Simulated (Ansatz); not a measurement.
# CHFGeN radical: how energies converge with the basis set

The task here is to estimate one member of a computed series from the others.

Method: one geometry, several basis sets; program: Ansatz 0.2.0, Gaussian basis.

Levels to be run: PBE0-D4/def2-SVP; ωB97M-V/def2-SVP; PBE0-D4/def2-QZVPP; ωB97M-V/def2-QZVPP; the functionals' def2-TZVPP values are taken from earlier runs.

## Structure used throughout

All runs share one geometry, relaxed beforehand with PBE0-D4 in a triple-zeta def2 set.

SMILES `N#[C][GeH][F]`, 5 atoms, charge 0, spin multiplicity 2.

Atoms are counted from 1 here; the program's logs count them from 0.

Bond lengths: N1–C2 1.153 Å, C2–Ge3 1.923 Å, Ge3–F4 1.732 Å, Ge3–H5 1.544 Å. Angles: N1–C2–Ge3 173.7°, C2–Ge3–F4 104.8°, C2–Ge3–H5 110.1°, F4–Ge3–H5 107.8°.

Set-up of the first run:

in.yaml

```yaml
crystal:
  periodic: [false, false, false]
  atoms:
    - {symbol: N, position_ang: [0.957692, -1.505103, 1.476753]}
    - {symbol: C, position_ang: [0.548124, -0.785338, 0.674046]}
    - {symbol: Ge, position_ang: [0.026094, 0.350129, -0.788126]}
    - {symbol: F, position_ang: [-1.661024, 0.032985, -1.014564]}
    - {symbol: H, position_ang: [0.178912, 1.833727, -0.389509]}
basis:
  gaussian: {orbitals: def2-SVP}
magnetization: {spin_polarized: true, initial_magnetization: 1}
hamiltonian: {xc: pbe0, dispersion: d4}
output: {orbitals: {seedname: orbitals}}
```

Steps of the session up to this table: PBE0-D4 in def2-SVP; ωB97M-V in def2-SVP; PBE0-D4 in def2-QZVPP; ωB97M-V in def2-QZVPP.

One table of the session follows, with a row left open; its other results are not shown here.

It belongs to the step «Density functionals: the series». 

```
functional       basis  HOMO (eV)  LUMO (eV)
   PBE0-D4    def2-SVP          ?          ?
   PBE0-D4  def2-TZVPP      -7.76      -4.25
   PBE0-D4  def2-QZVPP      -7.79      -4.28
   ωB97M-V    def2-SVP      -9.64      -2.26
   ωB97M-V  def2-TZVPP      -9.78      -2.40
   ωB97M-V  def2-QZVPP      -9.82      -2.47
```

Q: Estimate the row for PBE0-D4, def2-SVP from the others.

**Answer.** HOMO (eV): -7.65; LUMO (eV): -4.17. In the column «HOMO (eV)» it is the highest.
